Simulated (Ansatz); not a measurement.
**ClF₃SW: basis-set convergence**

An exercise on one series of results from a longer session: the logs are not shown, and one member is left open.

The runs use Ansatz 0.2.0, Gaussian basis; one geometry, several basis sets.

The runs, in order: PBE0-D4/def2-SVP; ωB97M-V/def2-SVP; PBE0-D4/def2-QZVPP; ωB97M-V/def2-QZVPP; the functionals' def2-TZVPP values are taken from earlier runs.

1 further run of the same task is left out (for a known fault of the program). Runs told in other sessions of the task aren't counted.

## The geometry

All runs share one geometry, relaxed beforehand with PBE0-D4 in a triple-zeta def2 set. W takes the def2 core potential; no spin-orbit term is included.

SMILES `[F][W]([F])([F])(=[S])[Cl]`, 6 atoms, charge 0, spin multiplicity 1.

Atoms are counted from 1 here; the program's logs count them from 0.

Bond lengths: F1–W2 1.850 Å, W2–F3 1.853 Å, W2–F4 1.850 Å, W2–S5 2.090 Å, W2–Cl6 2.270 Å. Angles: F1–W2–F3 84.6°, F1–W2–F4 151.7°, F1–W2–S5 104.1°, F1–W2–Cl6 87.4°, F3–W2–F4 84.6°, F3–W2–S5 107.4°, F3–W2–Cl6 146.7°, F4–W2–S5 104.1°, F4–W2–Cl6 87.4°, S5–W2–Cl6 105.9°.

The first run:

Contents of in.yaml:

```yaml
crystal:
  periodic: [false, false, false]
  atoms:
    - {symbol: F, position_ang: [-1.403990, 0.699423, -0.974900]}
    - {symbol: W, position_ang: [-0.016178, -0.060730, -0.017242]}
    - {symbol: F, position_ang: [-1.094747, -1.566893, 0.014740]}
    - {symbol: F, position_ang: [0.698319, -0.752593, 1.542176]}
    - {symbol: S, position_ang: [1.472091, -0.386636, -1.448278]}
    - {symbol: Cl, position_ang: [0.386506, 2.003629, 0.837303]}
basis:
  gaussian: {orbitals: def2-SVP}
hamiltonian: {xc: pbe0, dispersion: d4}
output: {orbitals: {seedname: orbitals}}
```

Started as:

```console
$ ansatz run in.yaml --threads 4 --pin off --events-out ev --progress --plain --max-ram 10444MiB
```

Among the steps run: PBE0-D4 in def2-SVP; ωB97M-V in def2-SVP; PBE0-D4 in def2-QZVPP; ωB97M-V in def2-QZVPP.

One table of the session follows, with a row left open; its other results are not shown here.

It belongs to the step «Functionals by basis». 

```
functional       basis  HOMO (eV)  LUMO (eV)
   PBE0-D4    def2-SVP      -9.30      -4.09
   PBE0-D4  def2-TZVPP      -9.21      -3.92
   PBE0-D4  def2-QZVPP      -9.21      -3.93
   ωB97M-V    def2-SVP     -11.33      -1.84
   ωB97M-V  def2-TZVPP          ?          ?
   ωB97M-V  def2-QZVPP     -11.28      -1.72
```

Estimate the missing values for ωB97M-V, def2-TZVPP.

The run gave: HOMO (eV): -11.27; LUMO (eV): -1.69. In the column «HOMO (eV)» it lies between ωB97M-V, def2-QZVPP (-11.28) and PBE0-D4, def2-SVP (-9.30).
